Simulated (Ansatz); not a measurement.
# CH₃FSSi: one molecule under many settings

Aim: run CH₃FSSi under a spread of inputs, and see what each costs and gives.

Method: the settings change from run to run; program: Ansatz 0.2.0, Gaussian basis.

### 1 The relaxed structure

The structure was relaxed beforehand with PBE0-D4 in a triple-zeta def2 set.

SMILES `F[SiH]1CS1`, 7 atoms, charge 0, spin multiplicity 1.

Atoms are counted from 1 here; the program's logs count them from 0.

Bond lengths: F1–Si2 1.589 Å, Si2–C3 1.822 Å, Si2–S4 2.060 Å, Si2–H5 1.471 Å, C3–S4 1.891 Å, C3–H6 1.086 Å, C3–H7 1.086 Å. Angles: F1–Si2–C3 119.1°, F1–Si2–S4 120.4°, F1–Si2–H5 107.6°, C3–Si2–S4 57.9°, C3–Si2–H5 123.7°, S4–Si2–H5 121.4°, Si2–C3–S4 67.4°, Si2–C3–H6 119.6°, Si2–C3–H7 121.8°, S4–C3–H6 112.2°, S4–C3–H7 112.8°, H6–C3–H7 113.4°, Si2–S4–C3 54.7°.

Geometry (Å):

```
F     0.4592   -1.7517   -1.1830
Si   -0.1256   -0.8704    0.0028
C     0.0273    0.9428   -0.0824
S     1.1409    0.1807    1.2422
H    -1.3098   -1.5656    0.5298
H     0.5988    1.3950   -0.8878
H    -0.7296    1.6013    0.3327
```

### 2 BLYP/STO-3G

Options: density fitting with def2-universal-jkfit.

Contents of in.yaml:

```yaml
crystal:
  periodic: [false, false, false]
  atoms:
    - {symbol: F, position_ang: [0.459243, -1.751701, -1.183024]}
    - {symbol: Si, position_ang: [-0.125605, -0.870448, 0.002839]}
    - {symbol: C, position_ang: [0.027273, 0.942771, -0.082401]}
    - {symbol: S, position_ang: [1.140944, 0.180708, 1.242221]}
    - {symbol: H, position_ang: [-1.309847, -1.565610, 0.529756]}
    - {symbol: H, position_ang: [0.598767, 1.394965, -0.887773]}
    - {symbol: H, position_ang: [-0.729574, 1.601314, 0.332683]}
basis:
  gaussian: {orbitals: STO-3G, fitting: {mean_field: def2-universal-jkfit}}
hamiltonian: {xc: {name: BLYP}}
```

The run is started by

```bash
> ansatz run in.yaml --threads 2 --pin off --events-out ev --progress --plain --max-ram 4352MiB
```

The log of the run:

```text
Functional definition: BLYP
  name "BLYP"
  cite "Becke, Phys. Rev. A 38, 3098 (1988) doi:10.1103/PhysRevA.38.3098"
  cite "Lee, Yang & Parr, Phys. Rev. B 37, 785 (1988) doi:10.1103/PhysRevB.37.785"
  parameter beta = 0.0042
  parameter a = 0.04918
  parameter b = 0.132
  parameter c = 0.2533
  parameter d = 0.349
  exchange = b88_x(beta = beta)
  correlation = lyp_c(a = a, b = b, c = c, d = d)
462 factors; integrals over basis functions are off by at most 8.7e-3 eV
mean field evaluation 1: about -22246.1809 eV, gradient 2.4e1 eV
mean field evaluation 2: about -22244.6723 eV, gradient 3.1e1 eV
mean field evaluation 4: about -22248.3065 eV, gradient 1.1e0 eV
mean field evaluation 8: about -22248.3121 eV, gradient 8.7e-3 eV
mean field -22248.31210608 eV, -817.6103894510 hartree, gradient 2.6e-5 eV, S^2 0.000000; 0 other end points of the search recorded, 0 dependent functions left out
reference -22248.31231174 eV, -817.6103970086 hartree; 24, 24 occupied and 7, 7 virtual orbitals, 462 factors
Total energy: -22248.31231174 eV, -817.6103970086 hartree
```

Wall time 0.55 s (2 threads of Intel Xeon Platinum 8259CL at 2.50GHz, shared host).

### 3 rPW86-PBE/pcseg-2

in.yaml: that of step 2 with these lines changed.

```diff
@@ -11,3 +11,4 @@
 basis:
-  gaussian: {orbitals: STO-3G, fitting: {mean_field: def2-universal-jkfit}}
-hamiltonian: {xc: {name: BLYP}}
+  gaussian: {orbitals: pcseg-2}
+hamiltonian: {xc: {name: rPW86-PBE}}
+output: {forces: true}
```

Same command.

The log of the run (excerpt; [...] marks lines left out):

```text
Functional definition: rPW86-PBE
  name "rPW86-PBE"
  cite "Murray, Lee & Langreth, J. Chem. Theory Comput. 5, 2754 (2009) doi:10.1021/ct900365q"
  cite "Perdew, Burke & Ernzerhof, Phys. Rev. Lett. 77, 3865 (1996) doi:10.1103/PhysRevLett.77.3865"
  parent pbe
[...]
979 factors; their error is unknown
[...]
mean field -22544.74927222 eV, -828.5042543741 hartree, gradient 2.5e-5 eV, S^2 0.000000; 0 other end points of the search recorded, 0 dependent functions left out
[...]
reference -22544.74938218 eV, -828.5042584150 hartree; 24, 24 occupied and 146, 146 virtual orbitals, 979 factors
Total energy: -22544.74938218 eV, -828.5042584150 hartree
Atom 0 at     0.459243    -1.751701    -1.183024 Å, force     0.298041    -0.472139    -0.628913 eV/Å
Atom 1 at    -0.125605    -0.870448     0.002839 Å, force    -0.476933     0.024095     0.378044 eV/Å
Atom 2 at     0.027273     0.942771    -0.082401 Å, force    -0.204095     0.327124    -0.259337 eV/Å
Atom 3 at     1.140944     0.180708     1.242221 Å, force     0.499960     0.008695     0.557148 eV/Å
Atom 4 at    -1.309847    -1.565610     0.529756 Å, force    -0.072558    -0.040602     0.025166 eV/Å
Atom 5 at     0.598767     1.394965    -0.887773 Å, force     0.015492     0.067456    -0.075376 eV/Å
Atom 6 at    -0.729574     1.601314     0.332683 Å, force    -0.059907     0.085370     0.003269 eV/Å
Dipole moment:    -0.321176     0.117553    -0.056788 e Å
```

Run time: 7.5 s. Hardware: 2 threads of Intel Xeon Platinum 8259CL at 2.50GHz, shared host.

Largest force 0.841 eV/Å, dipole 1.67 D.

### 4 HSE06/def2-SVP

Set apart from the defaults: density fitting with def2-universal-jkfit, D4 dispersion.

in.yaml: that of step 3 with these lines changed.

```diff
@@ -11,4 +11,3 @@
 basis:
-  gaussian: {orbitals: pcseg-2}
-hamiltonian: {xc: {name: rPW86-PBE}}
-output: {forces: true}
+  gaussian: {orbitals: def2-SVP, fitting: {mean_field: def2-universal-jkfit}}
+hamiltonian: {xc: {name: HSE06}, dispersion: d4}
```

Same command.

The log of the run (excerpt; [...] marks lines left out):

```text
Functional definition: HSE06
  name "HSE06"
  cite "Heyd, Scuseria & Ernzerhof, J. Chem. Phys. 118, 8207 (2003) doi:10.1063/1.1564060"
  cite "Krukau, Vydrov, Izmaylov & Scuseria, J. Chem. Phys. 125, 224106 (2006) doi:10.1063/1.2404663"
  cite "Heyd & Scuseria, J. Chem. Phys. 120, 7274 (2004) doi:10.1063/1.1668634"
  cite "Ernzerhof & Perdew, J. Chem. Phys. 109, 3313 (1998) doi:10.1063/1.476928"
  cite "Perdew, Burke & Ernzerhof, Phys. Rev. Lett. 77, 3865 (1996) doi:10.1103/PhysRevLett.77.3865"
  parent pbe
[...]
  # The whole range is PBE's own exchange, as in plane waves. The composition of these papers is wPBEh.
[...]
462 factors; integrals over basis functions are off by at most 3.3e-1 eV
462 factors; integrals over basis functions are off by at most 1.8e-7 eV
[...]
mean field -22496.81982116 eV, -826.7428795354 hartree, gradient 4.6e-5 eV, S^2 0.000000; 0 other end points of the search recorded, 0 dependent functions left out
reference -22496.81985002 eV, -826.7428805959 hartree; 24, 24 occupied and 55, 55 virtual orbitals, 462 factors
Total energy: -22496.94297185 eV, -826.7474052400 hartree
```

Run time: 1.5 s. Hardware: 2 threads of Intel Xeon Platinum 8259CL at 2.50GHz, shared host.

### 5 wB97M-V/ANO-RCC-VTZP

Options: charge +1, multiplicity 2, atoms shaken by 0.03 Å, a grid of angular degree 23, high accuracy.

Contents of in.yaml:

```yaml
crystal:
  periodic: [false, false, false]
  atoms:
    - {symbol: F, position_ang: [0.404780, -1.788827, -1.186305]}
    - {symbol: Si, position_ang: [-0.109273, -0.859590, 0.051265]}
    - {symbol: C, position_ang: [0.044198, 0.925125, -0.050948]}
    - {symbol: S, position_ang: [1.117262, 0.187170, 1.233858]}
    - {symbol: H, position_ang: [-1.323493, -1.567919, 0.502232]}
    - {symbol: H, position_ang: [0.599262, 1.390791, -0.897185]}
    - {symbol: H, position_ang: [-0.695107, 1.628070, 0.326170]}
basis:
  gaussian: {orbitals: ANO-RCC-VTZP, final_grid: {core_spheres: 8, valence_spheres: 7, degree: 23}}
total_charge: 1
magnetization: {spin_polarized: true, initial_magnetization: 1}
hamiltonian: {xc: {name: wB97M-V}}
accuracy: high
output: {forces: true}
```

Same command.

The log of the run (excerpt; [...] marks lines left out):

```text
Functional definition: wB97M-V
  name "wB97M-V"
  cite "Mardirossian & Head-Gordon, J. Chem. Phys. 144, 214110 (2016) doi:10.1063/1.4952647"
  cite "Becke, J. Chem. Phys. 107, 8554 (1997) doi:10.1063/1.475007"
  cite "Vydrov & Van Voorhis, J. Chem. Phys. 133, 244103 (2010) doi:10.1063/1.3521275"
  # Of w^i u^j: cxij and so on, Table III.
[...]
  gx(w, u) = 1 - cx + cx01*u + cx10*w
  gss(w, u) = css00 + css04*u^4 + css10*w + css20*w^2 + css43*w^4*u^3
  gos(w, u) = cos00 + cos10*w + (cos20 + cos21*u)*w^2 + (cos60 + cos61*u)*w^6
[...]
      + integral(e_c_pw_mod_opposite_spin*gos(b97_w_opposite, b97_u_opposite)) + vv10(b, c)
3153 factors; integrals over basis functions are off by at most 3.8e-9 eV
557 factors; integrals over basis functions are off by at most 1.5e-9 eV
[...]
mean field -22556.44481100 eV, -828.9340574968 hartree, gradient 8.1e-8 eV, S^2 0.753172; 2 other end points of the search recorded, 0 dependent functions left out
[...]
reference -22556.44481847 eV, -828.9340577713 hartree; 24, 23 occupied and 146, 147 virtual orbitals, 3153 factors
Total energy: -22556.44481847 eV, -828.9340577713 hartree
Relativity: scalar
Atom 0 at     0.404780    -1.788827    -1.186305 Å, force     0.097724     1.330275     1.525180 eV/Å
Atom 1 at    -0.109273    -0.859590     0.051265 Å, force    -3.215465    -3.933889    -4.247971 eV/Å
Atom 2 at     0.044198     0.925125    -0.050948 Å, force     0.154939     0.310672    -0.804012 eV/Å
Atom 3 at     1.117262     0.187170     1.233858 Å, force     2.509270     2.077257     2.112735 eV/Å
Atom 4 at    -1.323493    -1.567919     0.502232 Å, force     0.413574     0.391139     0.479281 eV/Å
Atom 5 at     0.599262     1.390791    -0.897185 Å, force     0.032515    -0.228791     0.669046 eV/Å
Atom 6 at    -0.695107     1.628070     0.326170 Å, force     0.007443     0.053337     0.265742 eV/Å
Dipole moment:    -0.095339     0.611211     0.471316 e Å
```

Run time: 7.3 min. Hardware: 2 threads of Intel Xeon Platinum 8259CL at 2.50GHz, shared host; peak memory 1.4 GiB.

Largest force 6.623 eV/Å, ⟨S²⟩ 0.753.

### 6 wB97X-V/x2c-TZVPPall

Options: atoms shaken by 0.08 Å, high accuracy.

Contents of in.yaml:

```yaml
crystal:
  periodic: [false, false, false]
  atoms:
    - {symbol: F, position_ang: [0.536491, -1.726008, -1.221100]}
    - {symbol: Si, position_ang: [-0.207408, -0.957689, 0.031783]}
    - {symbol: C, position_ang: [-0.127930, 0.873632, -0.125437]}
    - {symbol: S, position_ang: [1.213078, 0.018118, 1.041503]}
    - {symbol: H, position_ang: [-1.396199, -1.579063, 0.645433]}
    - {symbol: H, position_ang: [0.612618, 1.402205, -0.972100]}
    - {symbol: H, position_ang: [-0.809245, 1.669377, 0.236549]}
basis:
  gaussian: {orbitals: x2c-TZVPPall}
hamiltonian: {xc: {name: wB97X-V}}
accuracy: high
```

Launched as before.

The log of the run (excerpt; [...] marks lines left out):

```text
Functional definition: wB97X-V
  name "wB97X-V"
  cite "Mardirossian & Head-Gordon, Phys. Chem. Chem. Phys. 16, 9904 (2014) doi:10.1039/C3CP54374A"
  cite "Becke, J. Chem. Phys. 107, 8554 (1997) doi:10.1063/1.475007"
  cite "Vydrov & Van Voorhis, J. Chem. Phys. 133, 244103 (2010) doi:10.1063/1.3521275"
[...]
      + integral(e_c_pw_opposite_spin*poly(b97_u_opposite, cos0, cos1)) + vv10(b, c)
3181 factors; integrals over basis functions are off by at most 5.6e-9 eV
411 factors; integrals over basis functions are off by at most 1.7e-9 eV
[...]
mean field -22563.91464734 eV, -829.2085689191 hartree, gradient 4.1e-8 eV, S^2 0.000000; 0 other end points of the search recorded, 0 dependent functions left out
reference -22563.91464718 eV, -829.2085689130 hartree; 24, 24 occupied and 164, 164 virtual orbitals, 3181 factors
Total energy: -22563.91464718 eV, -829.2085689130 hartree
Relativity: scalar
```

It took 46 s on 2 threads of Intel Xeon Platinum 8259CL at 2.50GHz, shared host; peak memory 1.2 GiB.

[end of part 1 of 2]
